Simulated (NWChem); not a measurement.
## Plane-wave run on SiC (wurtzite type)

```xyz
4
Lattice="3.0769 0.0000 0.0000 -1.5385 2.6647 0.0000 0.0000 0.0000 5.0393" Properties=species:S:1:pos:R:3 pbc="T T T"
Si     1.5385     0.8882     0.0000
Si     0.0000     1.7765     2.5196
C      1.5385     0.8882     3.1506
C      0.0000     1.7765     0.6309
```

All runs are NWChem calculations. Origin of the cell: lattice set by a structure generator, not relaxed at this level.

Norm-conserving pseudopotentials with valence charges Si 4, C 4, fixed occupations, no spin-orbit coupling, density cut at twice the wavefunction cutoff.

Level: LDA (Vosko), Troullier-Martins, cutoff 35 Ha, density from a 5×5×3 mesh. Bands run along Γ–M–K–Γ–A–L–H–A with k in units of the cell's reciprocal vectors.

**Question.** What gap does the band structure show, and how wide is the group of occupied bands?

**Answer.** It shows an indirect gap along this path of 2.14 eV from Γ to K (smallest direct gap on this path 3.84 eV). The 8 occupied bands reach 15.5 eV below the valence-band top.
